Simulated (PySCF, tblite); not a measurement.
**C₈H₄S₂: geometry, infrared bands and NMR shifts**

What infrared bands and NMR shifts should C₈H₄S₂ (`C#Cc1cc2sccc2s1`) show?

The runs use tblite 0.8.0 and PySCF 2.14.0, with density-fitted response routines of our own; the level of theory stands in each step. All values are computed, except where a source is named. Atoms count from 0, in the outputs and in this text.

## Step 1: The starting structure

14 atoms, charge 0, multiplicity 1; geometry from: force field or distance geometry start.

Bonds of the start (Å): C0–C1 1.22, C1–C2 1.42, C2–C3 1.37, C3–C4 1.35, C4–S5 1.80, S5–C6 1.87, C6–C7 1.37, C7–C8 1.35, C8–S9 1.81, S9–C2 1.69, C8–C4 1.29, C0–H10 1.05, C3–H11 1.09, C6–H12 1.08, C7–H13 1.08.

## Step 2: Relaxing the molecule with GFN2-xTB

What the job is given:

```
{"job": {"kind": "relax", "xc": "GFN2-xTB", "basis": "xTB"}, "charge": 0, "multiplicity": 1}
C      4.134900     0.922500     0.121100
C      2.941400     0.703800     0.036300
C      1.553200     0.438400    -0.063100
C      0.833800    -0.409200     0.733600
C     -0.480400    -0.481200     0.432600
S     -1.846400    -1.415900     1.128100
C     -3.177400    -0.779200    -0.023400
C     -2.453900     0.076400    -0.815800
C     -1.139800     0.124700    -0.493600
S      0.331200     0.997200    -1.083100
H      5.159400     1.121100     0.204800
H      1.289700    -0.979700     1.545700
H     -4.240700    -0.955100    -0.117800
H     -2.905600     0.635700    -1.627700
```

Run with:

```bash
$ OMP_NUM_THREADS=1 python probes_run.py task.json out
```

The driver reads the jobs from task.json and runs them one after another.

**Question.** This job is followed by: GFN2-xTB harmonic vibrations, gas phase; GIAO PBE0/pcSseg-1 NMR shielding, non-relativistic, gas phase. What will the session give for the following? strongest single infrared mode (GFN2-xTB); zero-point energy (GFN2-xTB); 13C shifts against TMS (PBE0/pcSseg-1); 1H shifts against TMS (PBE0/pcSseg-1); 33S shifts against CS2 (PBE0/pcSseg-1).

The runs gave:

| quantity | value |
| --- | --- |
| strongest single infrared mode (GFN2-xTB) | 1489 cm⁻¹, 39 km/mol |
| zero-point energy (GFN2-xTB) | 54.7 kcal/mol |
| 13C shifts against TMS (PBE0/pcSseg-1) | 148.1, 145.6, 138.3, 133.1, 132.2, 123.9, 94.4, 82.4 ppm |
| 1H shifts against TMS (PBE0/pcSseg-1) | 7.62, 7.41, 7.30, 3.33 ppm |
| 33S shifts against CS2 (PBE0/pcSseg-1) | 219, 183 ppm |

**Reading.** Over 37 steps the energy fell by 2.404 eV; of the close pairs, S5–C6 changed most, 1.872 to 1.733 Å. All 36 modes are real, so the xTB geometry is a minimum. The strongest single mode, at 1489 cm⁻¹, moves mainly C7 and C6. Unscaled tight-binding wavenumbers are off by several per cent, some by more. Its intensities can rank the bands wrongly. NICS(1)zz of -21 ppm above the planar ring from C2 marks a diatropic (aromatic) ring current. NICS(1)zz of -23 ppm above the planar ring from C4 marks a diatropic (aromatic) ring current.
